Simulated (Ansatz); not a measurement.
# MoS2, space group P-3m1: a band structure

Computed with Ansatz's Python interface.

Interactive session:
```pycon
>>> import warnings
>>> import ansatz as az
>>> import matplotlib.pyplot as plt
>>> import numpy as np
>>> vectors = np.array([
...     [3.227465, 0.0, 0.0],
...     [-1.613732, 2.795066, 0.0],
...     [0.0, 0.0, 6.312473],
... ])
>>> cell = (
...     az.Lattice.of(vectors)
...     .atom("Mo", (0.0, 0.0, 0.5))
...     .atom("S", (1 / 3, 2 / 3, 0.255319))
...     .atom("S", (2 / 3, 1 / 3, 0.744681))
... )
>>> # high-symmetry points in fractions of the reciprocal vectors
>>> path = [
...     ("G", (0.0, 0.0, 0.0)),
...     ("M", (0.5, 0.0, 0.0)),
...     ("K", (0.33333, 0.33333, 0.0)),
...     ("G", (0.0, 0.0, 0.0)),
...     ("A", (0.0, 0.0, 0.5)),
...     ("L", (0.5, 0.0, 0.5)),
... ]
>>> job = cell.calculation()
>>> job = job.functional(az.Functional.R2SCAN)
>>> job = job.kpoints(10, 10, 5)
>>> job = job.occupations(az.OccupationsMethod.FERMI_DIRAC, width=0.1)
>>> job = job.band_structure([point for _, point in path], intervals=6).scf(extra_bands=8)
>>> with warnings.catch_warnings(record=True) as caught:
...     warnings.simplefilter("always")
...     outcome = job.run()
...
>>> print("warnings raised:", sorted(w.category.__name__ for w in caught) or "none")
warnings raised: ['DeckWarning']
>>> rep = outcome.report
>>> rep["n_iterations"], rep["closed_by"]
(7, 'deck_thresholds')
>>> print("%-22s %14.5f eV" % ("F = E - TS", rep["free_energy_ev"]))
F = E - TS                -6781.29672 eV
>>> print("%-22s %14.5f eV" % ("E", rep["internal_energy_ev"]))
E                         -6781.25802 eV
>>> print("%-22s %14.5f eV" % ("Harris-Foulkes", rep["harris_foulkes_ev"]))
Harris-Foulkes            -6781.29672 eV
>>> print("%-22s %14.5f eV" % ("Fermi level", rep["fermi_energy_ev"]))
Fermi level                  10.03857 eV
>>> bands = outcome.band_structure()
>>> fermi = bands.fermi_energy_ev
>>> print(f"zero of the bands: {fermi:.3f} eV, the Fermi level found on the SCF mesh")
zero of the bands: 10.039 eV, the Fermi level found on the SCF mesh
>>> reciprocal = 2 * np.pi * np.linalg.inv(outcome.lattice.cell_ang).T
>>> steps = np.linalg.norm(np.diff(bands.kpoints_frac @ reciprocal, axis=0), axis=1)
>>> distance = np.concatenate([[0], np.cumsum(steps)])
>>> fig, ax = plt.subplots(figsize=(5, 4))
>>> for channel, colour in zip(bands.channels, ("C0", "C3")):
...     ax.plot(distance, channel.eigenvalues_ev - fermi, colour, lw=1)
...
[<matplotlib.lines.Line2D object at 0x...>, <matplotlib.lines.Line2D object at 0x...>, <matplotlib.lines.Line2D object at 0x...>, <matplotlib.lines.Line2D object at 0x...>, <matplotlib.lines.Line2D object at 0x...>, <matplotlib.lines.Line2D object at 0x...>, <matplotlib.lines.Line2D object at 0x...>, <matplotlib.lines.Line2D object at 0x...>, <matplotlib.lines.Line2D object at 0x...>, <matplotlib.lines.Line2D object at 0x...>, <matplotlib.lines.Line2D object at 0x...>, <matplotlib.lines.Line2D object at 0x...>, <matplotlib.lines.Line2D object at 0x...>, <matplotlib.lines.Line2D object at 0x...>, <matplotlib.lines.Line2D object at 0x...>, <matplotlib.lines.Line2D object at 0x...>, <matplotlib.lines.Line2D object at 0x...>, <matplotlib.lines.Line2D object at 0x...>, <matplotlib.lines.Line2D object at 0x...>, <matplotlib.lines.Line2D object at 0x...>, <matplotlib.lines.Line2D object at 0x...>]
>>> ax.set_xticks(distance[::6], [label for label, _ in path])
[<matplotlib.axis.XTick object at 0x...>, <matplotlib.axis.XTick object at 0x...>, <matplotlib.axis.XTick object at 0x...>, <matplotlib.axis.XTick object at 0x...>, <matplotlib.axis.XTick object at 0x...>, <matplotlib.axis.XTick object at 0x...>]
>>> ax.set(ylim=(-8, 8), ylabel="E - E_F (eV)", xlim=(0, distance[-1]))
[(-8.0, 8.0), Text(0, 0.5, 'E - E_F (eV)'), (0.0, 4.692403145496359)]
>>> ax.grid(axis="x")
>>> fig.savefig("bands.png", dpi=100)
>>> first = bands.channels[0].eigenvalues_ev - fermi
>>> near = np.argsort(np.abs(first.mean(axis=0)))[:4]
>>> for band in sorted(near):
...     print(f"band {band + 1}: {first[:, band].min():.3f} to {first[:, band].max():.3f} eV")
...
band 12: -3.636 to -1.007 eV
band 13: -1.857 to 0.684 eV
band 14: -0.486 to 1.002 eV
band 15: -0.434 to 1.814 eV
```

Reading the output:
- Total energies depend on the potentials; only differences at equal settings carry meaning. A total without «per atom» is that of the cell as typed.
- Spin is left out of this run.
- The zero of the levels is a convention of the potentials, so an absolute Fermi energy is no work function.
- The structure comes from a database of computed cells and needn't be a stable or known phase.
- Gaps and levels are Kohn-Sham values on a finite set of k-points, without spin-orbit coupling.
- Wall time of the script: 11 s on 1 thread of Intel(R) Xeon(R) Processor @ 2.30GHz, on a shared host, peak memory 0.66 GiB.
